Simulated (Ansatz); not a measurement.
# Ga9N10 wurtzite ring sphere (Ga9N10H26+): a spread of methods and bases

How do the results and run time of Ga9N10 wurtzite ring sphere (Ga9N10H26+) respond when the settings are drawn wide?

Method: the settings change from run to run; program: Ansatz 0.2.0, Gaussian basis.

## Step 1: The molecule

The geometry comes from an earlier relaxation with r2SCAN-D4/def2-SVP; it is a stationary point, not always the lowest conformer.

45 atoms, charge 1, spin multiplicity 1.

Atoms are counted from 1 here; the program's logs count them from 0.

Bond lengths: N1–Ga2 2.078 Å, N1–Ga5 1.940 Å, N1–H20 1.024 Å, N1–H21 1.024 Å, Ga2–N7 2.016 Å, Ga2–H22 1.559 Å, Ga2–H23 1.562 Å, N3–Ga4 2.034 Å, N3–Ga5 1.970 Å, N3–H24 1.025 Å, N3–H25 1.027 Å, Ga4–N9 2.034 Å, Ga4–H26 1.568 Å, Ga4–H27 1.555 Å, Ga5–N6 1.929 Å, Ga5–N14 1.913 Å, N6–Ga8 2.011 Å, N6–Ga10 1.929 Å and more. Angles: Ga2–N1–Ga5 112.9°, Ga2–N1–H20 107.4°, Ga2–N1–H21 106.3°, Ga5–N1–H20 112.1°, Ga5–N1–H21 112.5°, H20–N1–H21 105.1°, N1–Ga2–N7 99.1°, N1–Ga2–H22 104.6°, N1–Ga2–H23 103.3°, N7–Ga2–H22 109.3°, N7–Ga2–H23 108.5°, H22–Ga2–H23 127.9°, Ga4–N3–Ga5 115.1°, Ga4–N3–H24 107.3°, Ga4–N3–H25 108.0°, Ga5–N3–H24 111.5°, Ga5–N3–H25 109.4°, H24–N3–H25 104.9° and more.

## Step 2: wB97M-V/def2-mTZVP

This run has density fitting with def2-universal-jkfit.

The input, in.yaml:

```yaml
crystal:
  periodic: [false, false, false]
  atoms:
    - {symbol: N, position_ang: [0.459153, -3.342704, -0.296085]}
    - {symbol: Ga, position_ang: [0.550192, -3.487656, 1.774512]}
    - {symbol: N, position_ang: [0.517566, -1.461345, -2.897235]}
    - {symbol: Ga, position_ang: [-1.177057, -0.679558, -3.706621]}
    - {symbol: Ga, position_ang: [0.557363, -1.511354, -0.928595]}
    - {symbol: N, position_ang: [-0.991610, -0.571757, -0.265072]}
    - {symbol: N, position_ang: [0.560324, -1.524642, 2.231429]}
    - {symbol: Ga, position_ang: [-1.126326, -0.649375, 1.739413]}
    - {symbol: N, position_ang: [-1.005927, 1.179044, -2.897629]}
    - {symbol: Ga, position_ang: [-1.028731, 1.239350, -0.929052]}
    - {symbol: N, position_ang: [-2.662576, 2.072728, -0.296800]}
    - {symbol: N, position_ang: [-1.039247, 1.248955, 2.231070]}
    - {symbol: Ga, position_ang: [-2.743678, 2.222678, 1.773853]}
    - {symbol: N, position_ang: [2.092979, -0.586355, -0.260883]}
    - {symbol: Ga, position_ang: [2.245440, -0.700706, 1.707389]}
    - {symbol: Ga, position_ang: [2.220323, 1.280074, -0.995291]}
    - {symbol: N, position_ang: [0.541033, 2.105036, -0.261341]}
    - {symbol: N, position_ang: [2.086606, 1.203724, 2.293173]}
    - {symbol: Ga, position_ang: [0.517877, 2.294783, 1.706851]}
    - {symbol: H, position_ang: [-0.401549, -3.809270, -0.597848]}
    - {symbol: H, position_ang: [1.220219, -3.924050, -0.659460]}
    - {symbol: H, position_ang: [-0.820226, -4.106039, 2.185964]}
    - {symbol: H, position_ang: [1.978569, -4.065086, 2.032625]}
    - {symbol: H, position_ang: [0.644750, -2.395581, -3.299178]}
    - {symbol: H, position_ang: [1.315976, -0.913987, -3.241163]}
    - {symbol: H, position_ang: [-2.363212, -1.364025, -2.942961]}
    - {symbol: H, position_ang: [-0.981638, -0.566985, -5.244760]}
    - {symbol: H, position_ang: [-1.825101, -1.052386, -0.624677]}
    - {symbol: H, position_ang: [0.558135, -1.563345, 3.259858]}
    - {symbol: H, position_ang: [-2.415059, -1.392658, 2.190562]}
    - {symbol: H, position_ang: [-1.751625, 1.756204, -3.299353]}
    - {symbol: H, position_ang: [-0.132923, 1.596668, -3.242236]}
    - {symbol: H, position_ang: [-3.497898, 1.562554, -0.599302]}
    - {symbol: H, position_ang: [-2.783294, 3.022962, -0.659728]}
    - {symbol: H, position_ang: [-1.073808, 1.266720, 3.259495]}
    - {symbol: H, position_ang: [-3.964954, 1.345037, 2.183747]}
    - {symbol: H, position_ang: [-2.529320, 3.748102, 2.033481]}
    - {symbol: H, position_ang: [2.940755, -1.042050, -0.620512]}
    - {symbol: H, position_ang: [3.571582, -1.339454, 2.206325]}
    - {symbol: H, position_ang: [1.998332, 1.151690, -2.562572]}
    - {symbol: H, position_ang: [3.469182, 2.000270, -0.390037]}
    - {symbol: H, position_ang: [0.571433, 3.066924, -0.621278]}
    - {symbol: H, position_ang: [2.127985, 1.227740, 3.318048]}
    - {symbol: H, position_ang: [2.941074, 1.696417, 2.006488]}
    - {symbol: H, position_ang: [0.628910, 3.762699, 2.205391]}
basis:
  gaussian: {orbitals: def2-mTZVP, fitting: {mean_field: def2-universal-jkfit}}
total_charge: 1
hamiltonian: {xc: {name: wB97M-V}}
scf: {omitted_lower_state_checks: [starts]}
```

On the command line:

```bash
$ ansatz run in.yaml --threads 5 --pin off --events-out ev --progress --plain --max-ram 66560MiB --backend cuda --devices 0, --max-vram 37GiB
```

Output, cut to the lines that bear on the results:

```text
Functional definition: wB97M-V
  name "wB97M-V"
  cite "Mardirossian & Head-Gordon, J. Chem. Phys. 144, 214110 (2016) doi:10.1063/1.4952647"
  cite "Becke, J. Chem. Phys. 107, 8554 (1997) doi:10.1063/1.475007"
  cite "Vydrov & Van Voorhis, J. Chem. Phys. 133, 244103 (2010) doi:10.1063/1.3521275"
  # Of w^i u^j: cxij and so on, Table III.
[...]
  gx(w, u) = 1 - cx + cx01*u + cx10*w
  gss(w, u) = css00 + css04*u^4 + css10*w + css20*w^2 + css43*w^4*u^3
  gos(w, u) = cos00 + cos10*w + (cos20 + cos21*u)*w^2 + (cos60 + cos61*u)*w^6
[...]
      + integral(e_c_pw_mod_opposite_spin*gos(b97_w_opposite, b97_u_opposite)) + vv10(b, c)
[...]
3632 factors; integrals over basis functions are off by at most 5.8e-1 eV
3632 factors; integrals over basis functions are off by at most 3.9e-7 eV
[...]
mean field -486711.20271702 eV, -17886.3067951483 hartree, gradient 6.2e-5 eV, S^2 0.000000; 0 other end points of the search recorded, 0 dependent functions left out
reference -486711.20282834 eV, -17886.3067992391 hartree; 187, 187 occupied and 405, 405 virtual orbitals, 3632 factors
Total energy: -486711.20282834 eV, -17886.3067992391 hartree
Checks for a lower state left out: starts
```

Wall time 29 s (1 × H100 (card shared with other runs) with 5 threads of AMD EPYC 7R13, shared host).

## Step 3: BHLYP/def2-TZVP

This run has coordinates scaled by 1.12, density fitting with def2-universal-jkfit, a grid of angular degree 11, the search for lower states set to off.

The input, in.yaml:

```yaml
crystal:
  periodic: [false, false, false]
  atoms:
    - {symbol: N, position_ang: [0.514251, -3.743829, -0.331615]}
    - {symbol: Ga, position_ang: [0.616215, -3.906175, 1.987453]}
    - {symbol: N, position_ang: [0.579673, -1.636706, -3.244903]}
    - {symbol: Ga, position_ang: [-1.318303, -0.761105, -4.151416]}
    - {symbol: Ga, position_ang: [0.624246, -1.692717, -1.040026]}
    - {symbol: N, position_ang: [-1.110604, -0.640368, -0.296880]}
    - {symbol: N, position_ang: [0.627563, -1.707599, 2.499200]}
    - {symbol: Ga, position_ang: [-1.261485, -0.727300, 1.948142]}
    - {symbol: N, position_ang: [-1.126638, 1.320529, -3.245345]}
    - {symbol: Ga, position_ang: [-1.152179, 1.388072, -1.040539]}
    - {symbol: N, position_ang: [-2.982085, 2.321456, -0.332416]}
    - {symbol: N, position_ang: [-1.163957, 1.398829, 2.498798]}
    - {symbol: Ga, position_ang: [-3.072919, 2.489399, 1.986716]}
    - {symbol: N, position_ang: [2.344136, -0.656717, -0.292189]}
    - {symbol: Ga, position_ang: [2.514893, -0.784791, 1.912276]}
    - {symbol: Ga, position_ang: [2.486762, 1.433682, -1.114726]}
    - {symbol: N, position_ang: [0.605957, 2.357641, -0.292702]}
    - {symbol: N, position_ang: [2.336999, 1.348171, 2.568354]}
    - {symbol: Ga, position_ang: [0.580022, 2.570157, 1.911673]}
    - {symbol: H, position_ang: [-0.449735, -4.266382, -0.669590]}
    - {symbol: H, position_ang: [1.366646, -4.394936, -0.738595]}
    - {symbol: H, position_ang: [-0.918653, -4.598763, 2.448279]}
    - {symbol: H, position_ang: [2.215997, -4.552896, 2.276540]}
    - {symbol: H, position_ang: [0.722120, -2.683051, -3.695080]}
    - {symbol: H, position_ang: [1.473894, -1.023665, -3.630103]}
    - {symbol: H, position_ang: [-2.646797, -1.527708, -3.296117]}
    - {symbol: H, position_ang: [-1.099435, -0.635023, -5.874131]}
    - {symbol: H, position_ang: [-2.044113, -1.178672, -0.699639]}
    - {symbol: H, position_ang: [0.625111, -1.750946, 3.651041]}
    - {symbol: H, position_ang: [-2.704866, -1.559777, 2.453429]}
    - {symbol: H, position_ang: [-1.961820, 1.966948, -3.695275]}
    - {symbol: H, position_ang: [-0.148874, 1.788269, -3.631304]}
    - {symbol: H, position_ang: [-3.917646, 1.750061, -0.671218]}
    - {symbol: H, position_ang: [-3.117290, 3.385717, -0.738895]}
    - {symbol: H, position_ang: [-1.202665, 1.418726, 3.650634]}
    - {symbol: H, position_ang: [-4.440749, 1.506442, 2.445797]}
    - {symbol: H, position_ang: [-2.832838, 4.197875, 2.277499]}
    - {symbol: H, position_ang: [3.293646, -1.167096, -0.694974]}
    - {symbol: H, position_ang: [4.000172, -1.500188, 2.471084]}
    - {symbol: H, position_ang: [2.238132, 1.289893, -2.870081]}
    - {symbol: H, position_ang: [3.885484, 2.240302, -0.436841]}
    - {symbol: H, position_ang: [0.640005, 3.434955, -0.695832]}
    - {symbol: H, position_ang: [2.383344, 1.375069, 3.716214]}
    - {symbol: H, position_ang: [3.294003, 1.899988, 2.247266]}
    - {symbol: H, position_ang: [0.704379, 4.214222, 2.470038]}
basis:
  gaussian: {orbitals: def2-TZVP, fitting: {mean_field: def2-universal-jkfit}, final_grid: {core_spheres: 5, valence_spheres: 4, degree: 11}}
total_charge: 1
hamiltonian: {xc: {name: BHLYP}}
scf: {lower_state_search: off}
```

Launched as before.

Output, cut to the lines that bear on the results:

```text
Functional definition: BHLYP
  name "BHLYP"
  cite "Becke, J. Chem. Phys. 98, 1372 (1993) doi:10.1063/1.464304"
  cite "Becke, Phys. Rev. A 38, 3098 (1988) doi:10.1103/PhysRevA.38.3098"
  cite "Lee, Yang & Parr, Phys. Rev. B 37, 785 (1988) doi:10.1103/PhysRevB.37.785"
[...]
3632 factors; integrals over basis functions are off by at most 8.0e-1 eV
[...]
mean field -486713.34980780 eV, -17886.3856992791 hartree, gradient 8.6e-6 eV, S^2 0.000000; 0 other end points of the search recorded, 0 dependent functions left out
reference -486713.35029477 eV, -17886.3857171750 hartree; 187, 187 occupied and 711, 711 virtual orbitals, 3632 factors
Total energy: -486713.35029477 eV, -17886.3857171750 hartree
Checks for a lower state left out: stability, starts, cluster_reference, orbital_swaps, neighbouring_geometries, increment
```

It took 21 s on 1 × H100 (card shared with other runs) with 5 threads of AMD EPYC 7R13, shared host.

## Step 4: revPBE0/STO-3G

This run has charge +2, multiplicity 2, D3(BJ) dispersion.

The input, in.yaml:

```yaml
crystal:
  periodic: [false, false, false]
  atoms:
    - {symbol: N, position_ang: [0.459153, -3.342704, -0.296085]}
    - {symbol: Ga, position_ang: [0.550192, -3.487656, 1.774512]}
    - {symbol: N, position_ang: [0.517566, -1.461345, -2.897235]}
    - {symbol: Ga, position_ang: [-1.177057, -0.679558, -3.706621]}
    - {symbol: Ga, position_ang: [0.557363, -1.511354, -0.928595]}
    - {symbol: N, position_ang: [-0.991610, -0.571757, -0.265072]}
    - {symbol: N, position_ang: [0.560324, -1.524642, 2.231429]}
    - {symbol: Ga, position_ang: [-1.126326, -0.649375, 1.739413]}
    - {symbol: N, position_ang: [-1.005927, 1.179044, -2.897629]}
    - {symbol: Ga, position_ang: [-1.028731, 1.239350, -0.929052]}
    - {symbol: N, position_ang: [-2.662576, 2.072728, -0.296800]}
    - {symbol: N, position_ang: [-1.039247, 1.248955, 2.231070]}
    - {symbol: Ga, position_ang: [-2.743678, 2.222678, 1.773853]}
    - {symbol: N, position_ang: [2.092979, -0.586355, -0.260883]}
    - {symbol: Ga, position_ang: [2.245440, -0.700706, 1.707389]}
    - {symbol: Ga, position_ang: [2.220323, 1.280074, -0.995291]}
    - {symbol: N, position_ang: [0.541033, 2.105036, -0.261341]}
    - {symbol: N, position_ang: [2.086606, 1.203724, 2.293173]}
    - {symbol: Ga, position_ang: [0.517877, 2.294783, 1.706851]}
    - {symbol: H, position_ang: [-0.401549, -3.809270, -0.597848]}
    - {symbol: H, position_ang: [1.220219, -3.924050, -0.659460]}
    - {symbol: H, position_ang: [-0.820226, -4.106039, 2.185964]}
    - {symbol: H, position_ang: [1.978569, -4.065086, 2.032625]}
    - {symbol: H, position_ang: [0.644750, -2.395581, -3.299178]}
    - {symbol: H, position_ang: [1.315976, -0.913987, -3.241163]}
    - {symbol: H, position_ang: [-2.363212, -1.364025, -2.942961]}
    - {symbol: H, position_ang: [-0.981638, -0.566985, -5.244760]}
    - {symbol: H, position_ang: [-1.825101, -1.052386, -0.624677]}
    - {symbol: H, position_ang: [0.558135, -1.563345, 3.259858]}
    - {symbol: H, position_ang: [-2.415059, -1.392658, 2.190562]}
    - {symbol: H, position_ang: [-1.751625, 1.756204, -3.299353]}
    - {symbol: H, position_ang: [-0.132923, 1.596668, -3.242236]}
    - {symbol: H, position_ang: [-3.497898, 1.562554, -0.599302]}
    - {symbol: H, position_ang: [-2.783294, 3.022962, -0.659728]}
    - {symbol: H, position_ang: [-1.073808, 1.266720, 3.259495]}
    - {symbol: H, position_ang: [-3.964954, 1.345037, 2.183747]}
    - {symbol: H, position_ang: [-2.529320, 3.748102, 2.033481]}
    - {symbol: H, position_ang: [2.940755, -1.042050, -0.620512]}
    - {symbol: H, position_ang: [3.571582, -1.339454, 2.206325]}
    - {symbol: H, position_ang: [1.998332, 1.151690, -2.562572]}
    - {symbol: H, position_ang: [3.469182, 2.000270, -0.390037]}
    - {symbol: H, position_ang: [0.571433, 3.066924, -0.621278]}
    - {symbol: H, position_ang: [2.127985, 1.227740, 3.318048]}
    - {symbol: H, position_ang: [2.941074, 1.696417, 2.006488]}
    - {symbol: H, position_ang: [0.628910, 3.762699, 2.205391]}
basis:
  gaussian: {orbitals: STO-3G}
total_charge: 2
magnetization: {spin_polarized: true, initial_magnetization: 1}
hamiltonian: {xc: {name: revPBE0}, dispersion: d3bj}
output: {forces: true}
```

Launched as before.

Output, cut to the lines that bear on the results:

```text
Functional definition: revPBE0
  name "revPBE0"
  cite "Zhang & Yang, Phys. Rev. Lett. 80, 890 (1998) doi:10.1103/PhysRevLett.80.890"
  cite "Adamo & Barone, J. Chem. Phys. 110, 6158 (1999) doi:10.1063/1.478522"
  cite "Perdew, Burke & Ernzerhof, Phys. Rev. Lett. 77, 3865 (1996) doi:10.1103/PhysRevLett.77.3865"
[...]
2809 factors; integrals over basis functions are off by at most 9.7e-5 eV
[...]
mean field -480980.06312188 eV, -17675.6912997328 hartree, gradient 2.5e-6 eV, S^2 0.827151; 10 other end points of the search recorded, 0 dependent functions left out
[...]
reference -480980.06317144 eV, -17675.6913015540 hartree; 187, 186 occupied and 51, 52 virtual orbitals, 2809 factors
Total energy: -480984.38676390 eV, -17675.8501906465 hartree
Atom 0 at     0.459153    -3.342704    -0.296085 Å, force     0.133952     3.312171     2.041737 eV/Å
[...]
Atom 35 at    -3.964954     1.345037     2.183747 Å, force     2.028004     1.276626    -0.817373 eV/Å
Atom 36 at    -2.529320     3.748102     2.033481 Å, force    -0.179697    -2.365861    -0.554936 eV/Å
Atom 37 at     2.940755    -1.042050    -0.620512 Å, force     0.676418    -0.389603    -0.243603 eV/Å
Atom 38 at     3.571582    -1.339454     2.206325 Å, force    -2.501954     1.440729    -1.020974 eV/Å
Atom 39 at     1.998332     1.151690    -2.562572 Å, force     0.158558     0.092236     2.802500 eV/Å
Atom 40 at     3.469182     2.000270    -0.390037 Å, force    -2.312125    -1.333297    -0.815297 eV/Å
Atom 41 at     0.571433     3.066924    -0.621278 Å, force     0.001906     0.780832    -0.243528 eV/Å
Atom 42 at     2.127985     1.227740     3.318048 Å, force     0.083768     0.048540     1.071759 eV/Å
Atom 43 at     2.941074     1.696417     2.006488 Å, force     0.873911     0.504109    -0.267014 eV/Å
Atom 44 at     0.628910     3.762699     2.205391 Å, force    -0.005608    -2.887484    -1.020092 eV/Å
Dipole moment:    -0.104611    -0.059527    -0.587175 e Å
```

It took 2.2 min on 1 × H100 (card shared with other runs) with 5 threads of AMD EPYC 7R13, shared host; peak host memory 2.8 GiB.

Largest force 3.921 eV/Å, ⟨S²⟩ 0.827.

## Step 5: All runs side by side

```
             level  charge  multiplicity  geometry  functions  energy (eV)     time
wB97M-V/def2-mTZVP       1             1   relaxed        592  -486711.203     29 s
   BHLYP/def2-TZVP       1             1    scaled        898  -486713.350     21 s
    revPBE0/STO-3G       2             2   relaxed        238  -480984.387  2.2 min
```

## Step 6: What came out

| quantity | value |
| --- | --- |
| runs | 3 |
| quickest | BHLYP/def2-TZVP, 21 s |
| slowest | revPBE0/STO-3G, 2.2 min |

The runs differ in state or geometry as well as level, so their energies can't be set against each other. revPBE0/STO-3G took 7 times as long as BHLYP/def2-TZVP. The jobs differ in tasks and options as well as level.
